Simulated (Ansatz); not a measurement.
# SrOs3 (AuCu3 type): equation of state and elastic constants

Aim: the bulk modulus of SrOs3 (AuCu3 type) from energies at several volumes around the relaxed one, then the elastic tensor. The cell was built by placing the elements on the sites of a structure type; the runs don't test whether it is the stable form.

Program: Ansatz 0.2.0. Level of theory: DFT PBEsol, scalar-relativistic, plane waves, PAW. These are calculated values, not measurements.

## 1. The structure to begin with

Symmetry: Pm-3m, No. 221, cubic system. The conventional cell has a = 4.069 Å, b = 4.069 Å, c = 4.069 Å, α = 90.00°, β = 90.00°, γ = 90.00°. Sr (site symmetry m-3m) has 12 Os at 2.88 Å as nearest neighbours. Os (site symmetry 4/mmm) is surrounded by 4 Sr at 2.88 Å and 8 Os at 2.88 Å.

Structure file:

```cif
data_structure
_symmetry_space_group_name_H-M 'P 1'
_symmetry_Int_Tables_number 1
_cell_length_a 4.0685
_cell_length_b 4.0685
_cell_length_c 4.0685
_cell_angle_alpha 90.000
_cell_angle_beta 90.000
_cell_angle_gamma 90.000
_cell_volume 67.35
loop_
_atom_site_label
_atom_site_type_symbol
_atom_site_fract_x
_atom_site_fract_y
_atom_site_fract_z
_atom_site_occupancy
Sr1 Sr 0.00000 0.00000 0.00000 1
Os1 Os 0.00000 0.50000 0.50000 1
Os2 Os 0.50000 0.50000 0.00000 1
Os3 Os 0.50000 0.00000 0.50000 1
```

This cell comes from an earlier session at PBEsol: 16.837 Å³/atom at 0.01 GPa, on a 8×8×8 mesh.

Volume factors to run: 0.980, 1.020, 0.960, 1.040.

## 2. At 0.980 of the relaxed volume

Contents of input.yaml:

```yaml
crystal:
  lattice:
    - [4.0412229133, 0.0, 0.0]
    - [0.0, 4.0412229133, 0.0]
    - [0.0, 0.0, 4.0412229133]
  atoms:
    - { symbol: Sr, position: [0.0, 0.0, 0.0] }
    - { symbol: Os, position: [0.0, 0.5, 0.5] }
    - { symbol: Os, position: [0.5, 0.5, 0.0] }
    - { symbol: Os, position: [0.5, 0.0, 0.5] }
basis:
  ecutwfc: 420
  ecutrho_ratio: 4
kpoints:
  mp_grid: { grid: [8, 8, 8] }
hamiltonian:
  xc: pbesol
scf:
  occupations: { method: gaussian, width: 0.05 }
output:
  forces: true
  stress: true
  eigenvalues: true
```

Run with:

```sh
> ansatz run input.yaml --threads 4 --pin off --max-ram 4096MiB --backend cpu --events-out ev --progress --plain --runs-dir out
```

Further steps of the session: Volume × 1.020; Volume × 0.960; Scaling the volume by 1.040; Elastic constants, atoms relaxed.

Before running it: what results should come out? Wanted: V0; B0; B0′; scatter of the fit; C11, C12, C44; K, G, E; Poisson's ratio.

As calculated:

```
          quantity             value
                V0    16.837 Å³/atom
                B0           197 GPa
               B0′               4.6
scatter of the fit    0.001 meV/atom
     C11, C12, C44  266, 163, 34 GPa
    K, G, E (Hill)  197, 40, 113 GPa
   Poisson's ratio              0.40
```

A third-order Birch–Murnaghan fit puts the minimum at 16.84 Å³/atom with a bulk modulus of 197 GPa. One per cent of compression takes about 2.0 GPa. All eigenvalues of the tensor are positive, so the cell is mechanically stable. K/G = 4.89 lies over Pugh's 1.75, an empirical mark of ductile behaviour drawn from metals, and the universal anisotropy index of 0.21 is moderate. The bulk moduli from the tensor and from the fit agree within 1 %. These are values at 0 K without zero-point motion. Spin–orbit coupling is left out, though the cell holds Os.
